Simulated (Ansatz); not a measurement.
# Cl2H2InN: rigid torsion scan in Python

The task is a rigid torsion scan, for Cl2H2InN. SMILES: [NH2][In]([Cl])[Cl].

Computed with the Python package of Ansatz 0.2.0. Level of theory: r2SCAN0/def2-SVP.

## Step 1: The system

Bond lengths: N1–In2 1.959 Å, In2–Cl3 2.055 Å, In2–Cl4 2.369 Å, N1–H5 1.011 Å, N1–H6 1.069 Å. Angles: N1–In2–Cl3 87.9°, N1–In2–Cl4 112.2°, Cl3–In2–Cl4 150.7°, In2–N1–H5 83.7°, In2–N1–H6 99.8°, H5–N1–H6 107.8°.

The script holds or builds the structure itself.

## Step 2: Script

torsion.py

```python
'''Energy of Cl2H2InN as one group turns about a bond.'''

import logging
import sys

import ansatz as az
from ase import Atoms

logging.basicConfig(stream=sys.stdout, format='[%(levelname)s] %(message)s')
log = logging.getLogger('cl2h2inn')
log.setLevel(logging.INFO)

atoms = Atoms(['N', 'In', 'Cl', 'Cl', 'H', 'H'], positions=[
    [-0.4273, 0.8814, -0.5606],
    [0.452, -0.7878, -0.0324],
    [-0.442, -1.6821, -1.6519],
    [1.055, -0.7947, 2.2581],
    [0.47, 1.2925, -0.3437],
    [-1.0655, 1.0267, 0.2842],
])

# relax first, so that the scan starts from a minimum
first = (
    az.Crystal.molecule_from_ase(atoms).calculation()
    .basis(gaussian='def2-SVP')
    .functional('R2SCAN0')
    .relax(force_tolerance=0.02, max_steps=80)
)
atoms.positions = first.run(threads=1).report['positions_ang']

start = atoms.get_dihedral(4, 0, 1, 2)
energies = {}
for turn in range(0, 360, 40):
    turned = atoms.copy()
    turned.set_dihedral(4, 0, 1, 2, start + turn, indices=[1, 2, 3])
    model = az.Crystal.molecule_from_ase(turned).calculation()
    model = model.basis(gaussian='def2-SVP')
    model = model.functional('R2SCAN0')
    energies[round((start + turn) % 360)] = model.run(threads=1).report['free_energy_ev']
floor = min(energies.values())
log.info('dihedral H4-N0-In1-Cl2 (deg)   E - E(min) (kcal/mol)')
for angle, e in sorted(energies.items()):
    log.info(f'{angle:8d} {23.060548 * (e - floor):14.3f}  ' + '#' * int(30 * (e - floor) / max(max(energies.values()) - floor, 1e-9)))
```

## Step 3: Running it

Command:

```bash
$ python torsion.py
```

Log:

```text
[INFO] dihedral H4-N0-In1-Cl2 (deg)   E - E(min) (kcal/mol)
[INFO]       40          4.367  ########################
[INFO]       80          5.402  ##############################
[INFO]      120          2.178  ############
[INFO]      160          0.000
[INFO]      200          2.173  ############
[INFO]      240          5.400  #############################
[INFO]      280          4.371  ########################
[INFO]      320          1.106  ######
[INFO]      360          1.103  ######
```

Run time: 3.3 min. Hardware: 1 thread of Arm Neoverse V1, shared host; peak memory 0.29 GiB.

Lines on the test bed's own set-up are left out of the output.

## Step 4: The relaxation of run 0, step by step

Relaxation path:

| step | energy from step 1 (eV) | largest force component (eV/Å) |
| --- | --- | --- |
| 1 | 0.0000 | 6.2577 |
| 2 | -1.3888 | 1.6560 |
| 3 | -2.0433 | 0.9136 |
| 4 | -2.3867 | 0.4134 |
| 5 | -2.5692 | 0.3291 |
| 6 | -2.6759 | 0.2520 |
| 7 | -2.6880 | 0.1876 |
| 8 | -2.6982 | 0.4983 |
| 9 | -2.6972 | 1.3508 |
| 10 | -2.7226 | 0.3136 |
| 11 | -2.7454 | 0.4038 |
| 12 | -2.7754 | 0.4117 |
| 13 | -2.8310 | 0.3129 |
| 14 | -2.8673 | 0.3066 |
| 15 | -2.8782 | 0.1566 |
| 16 | -2.8815 | 0.0560 |
| 17 | -2.8819 | 0.0212 |
| 18 | -2.8819 | 0.0020 |

Step 1 is the start. Step 9 was tried and not accepted.

Before: Bond lengths: N1–In2 1.959 Å, In2–Cl3 2.055 Å, In2–Cl4 2.369 Å, N1–H5 1.011 Å, N1–H6 1.069 Å. Angles: N1–In2–Cl3 87.9°, N1–In2–Cl4 112.2°, Cl3–In2–Cl4 150.7°, In2–N1–H5 83.7°, In2–N1–H6 99.8°, H5–N1–H6 107.8°.

After: Bond lengths: N1–In2 2.001 Å, In2–Cl3 2.326 Å, In2–Cl4 2.326 Å, N1–H5 1.012 Å, N1–H6 1.012 Å. Angles: N1–In2–Cl3 121.6°, N1–In2–Cl4 121.6°, Cl3–In2–Cl4 116.5°, In2–N1–H5 117.0°, In2–N1–H6 117.0°, H5–N1–H6 110.0°.

Run 0 is this relaxation; the runs after it count from 1.

## Step 5: Run by run

One row for each of the 9 runs:

```csv
run,turn (°),energy from run 1 (eV),SCF cycles,CPU time (s)
1,0,0.0000,17,6.4
2,40,0.0942,18,6.4
3,80,0.2342,18,6.4
4,120,0.1895,17,6.1
5,160,0.0480,18,6.4
6,200,0.0478,18,6.4
7,240,0.1894,17,6.3
8,280,0.2343,18,7.3
9,320,0.0944,18,7
```

## Step 6: Results

```
              quantity     value
         runs compared         9
       range of energy  0.234 eV
lowest point, turn (°)         0
```

What this shows: The lowest point lies at a turn of 0°, the highest 0.234 eV (22.6 kJ/mol) above it at 280°. The grid can miss the true lowest and highest points, and the rest of the molecule is held rigid. Run 0: After 16 moves the largest shift is 1.183 Å, of atom 6 (H). So large a move can change the bonding: the results belong to the relaxed structure. The scan is rigid and the energies are electronic, in a modest basis. With rigid groups the curve can differ much from the relaxed path, the start wasn't checked as a minimum of this torsion, and equivalent turns needn't return to the same energy. def2 sets replace the cores of elements past krypton by effective core potentials.
